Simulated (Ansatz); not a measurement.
# AlAsH+ (singlet): from Hartree-Fock to the top rungs, cc-pVDZ

How much of the correlation energy of AlAsH+ (singlet) does each wave-function method recover here?

Program: Ansatz 0.2.0, Gaussian basis. Level of theory: cc-pVDZ, core rule «outside noble gas», up to 19 orbitals frozen. These are calculated values, not measurements.

Plan: UHF; CCSD(T) on RHF; CCSD(T) on UHF; BCCD(T) on RHF; CISD; CCSDT(Q) on RHF; CCSDT(Q) on UHF; CCSDTQ on RHF; CCSDTQ on UHF.

13 further runs of the same task are left out: 7 for a known fault of the program, 1 that didn't finish, 5 set aside as unsound or not needed.

## (1) The system

The geometry is a PBE0/def2-TZVP stationary point (not a proven minimum) of the parent state, kept for this charge and spin. No spin-orbit coupling is included. The filled d shell of As may be among the frozen orbitals whatever the setting's name suggests; the logs give the count.

3 atoms, charge 1, spin multiplicity 1.

Atoms are counted from 1 here; the program's logs count them from 0.

Bond lengths: Al1–As2 2.281 Å, As2–H3 1.561 Å. Angles: Al1–As2–H3 68.1°.

## (2) UHF

in.yaml

```yaml
crystal:
  periodic: [false, false, false]
  atoms:
    - {symbol: Al, position_ang: [0.000000, -0.010984, 1.677500]}
    - {symbol: As, position_ang: [0.000000, -0.015337, -0.603790]}
    - {symbol: H, position_ang: [0.000000, 1.434043, -0.024416]}
basis:
  gaussian: {orbitals: cc-pVDZ}
total_charge: 1
magnetization: {spin_polarized: true, initial_magnetization: 0}
hamiltonian: {xc: hf}
output: {orbitals: {seedname: orbitals}}
```

Launch:

```bash
$ ansatz run in.yaml --threads 1 --pin off --events-out ev --progress --plain --max-ram 4096MiB --backend cpu
```

The runs that follow: CCSD(T) on RHF; CCSD(T) on UHF; BCCD(T) on RHF; CISD; CCSDT(Q) on RHF; CCSDT(Q) on UHF; CCSDTQ on RHF; CCSDTQ on UHF.

**Question.** What will the summary of the whole plan be? Wanted: RCCSDTQ below the RHF energy; RMP2 from RCCSDTQ; RCCSD from RCCSDTQ; RCCSD(T) from RCCSDTQ; RCCSDT(Q) from RCCSDTQ; T1 diagnostic.

**Answer**, as computed:

| quantity | value |
| --- | --- |
| RCCSDTQ below the RHF energy | -5.1011 eV |
| RMP2 from RCCSDTQ | +1113.3 meV |
| RCCSD from RCCSDTQ | +298.6 meV |
| RCCSD(T) from RCCSDTQ | +36.5 meV |
| RCCSDT(Q) from RCCSDTQ | -12.5 meV |
| levels within 1 kcal/mol (43 meV) | RCCSD(T), RCCSDT, RCCSDT(Q) |
| T1 diagnostic | 0.043 |

RCCSD(T) lands +36.5 meV from the yardstick (0.7 % of the correlation energy). These misses are within one basis, not against nature.
